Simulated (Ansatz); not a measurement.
Working through an atomisation energy of CBr2F, SMILES F[C](Br)Br

With Ansatz 0.2.0 through its Python package.

Interactive session:
```pycon
>>> from collections import Counter
>>> import ansatz as az
>>> BASIS_SET = "def2-SVP"
>>> LEVEL = "MP2"
>>> def total_energy(molecule, charge=0, unpaired=0):
...     calc = molecule.calculation().basis(gaussian=BASIS_SET).correlation(LEVEL)
...     if charge:
...         calc = calc.charge(charge)
...     if unpaired:
...         calc = calc.spin("collinear", total=unpaired)
...     return calc.run(threads=1, pin="off").report["free_energy_ev"]
...
>>> cbr2f = (
...     az.Crystal.molecule()
...     .atom("F", [1.1213, 0.0187, 1.0086])
...     .atom("C", [0.0803, -0.0031, 0.0805])
...     .atom("Br", [-1.1794, -1.3798, 0.1307])
...     .atom("Br", [0.0333, 1.3039, -1.2402])
... )
>>> # unpaired electrons of the ground-state atoms
>>> unpaired = {"F": 1, "C": 2, "Br": 1}
>>> counts = Counter(site.symbol for site in cbr2f.cartesian_sites)
>>> atom_energy = {s: total_energy(az.Crystal.molecule().atom(s, (0, 0, 0)), 0, unpaired[s]) for s in counts}
>>> whole = total_energy(cbr2f, 0, 1)
>>> for s, e in atom_energy.items():
...     print(f"{s:2s} x{counts[s]}  {e:14.5f} eV")
...
F  x1     -2705.42218 eV
C  x1     -1025.74186 eV
Br x2    -69995.54506 eV
>>> print(f"CBr2F: {whole:.5f} eV")
CBr2F: -143732.27671 eV
>>> split = sum(counts[s] * e for s, e in atom_energy.items()) - whole
>>> print(f"atomisation energy (no zero-point term): {23.060548 * split:.1f} kcal/mol, {split / sum(counts.values()):.3f} eV an atom")
atomisation energy (no zero-point term): 231.1 kcal/mol, 2.506 eV an atom
```

231.1 kcal/mol from the electronic energies, without the zero-point term.

Total energies depend on the basis set; only differences at equal settings carry meaning. The geometry is a force-field or estimated start, not a minimum of this method, and the basis set is short of its limit. All parts are taken at fixed geometry, without zero-point energy. The species is open-shell (spin multiplicity 2). In double-zeta sets correlated atomisation energies come out some 10 to 15 % low. The spin-orbit lowering of heavy atoms is left out. It ran for 4.7 s on 1 thread of Arm Neoverse V1, on a shared host, peak memory 0.31 GiB.
